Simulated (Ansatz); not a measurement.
Crystal: KZr2.

```
K Zr
1.0
     0.00000    3.57912    3.57912
     3.57912    0.00000    3.57912
     3.57912    3.57912    0.00000
K Zr
1 2
Direct
  0.00000 0.00000 0.00000
  0.25000 0.25000 0.25000
  0.75000 0.75000 0.75000
```

The cell was built by a generator and needn't be a form met in nature.

Base run:

- Program: Ansatz 0.2.0
- Functional: revPBE
- Potentials or basis: Ansatz PAW
- Cutoff: 420 eV
- Density cutoff: 1680 eV
- k mesh: 7 × 7 × 7
- Occupations: fermi-dirac, width 0.05 eV
- Spin: no spin polarisation

Its results: band gap on the k mesh none (metal or under the smearing width); pressure 1.1 GPa.

**Question.** The run is repeated on the same cell with these changes: functional from revPBE to PBEsol. What comes out?

**Answer.** Band gap on the k mesh none (metal or under the smearing width); pressure -2.1 GPa.

PBEsol binds more tightly than revPBE, so the same cell stands under less pressure.

Caveats: the PAW data sets come from PBE, with cores solved anew for the run's functional, which leaves a small shift of forces and pressure; the potentials were made for another functional, which shifts forces and pressure (some runs).

Not every run made on this cell is shown here.
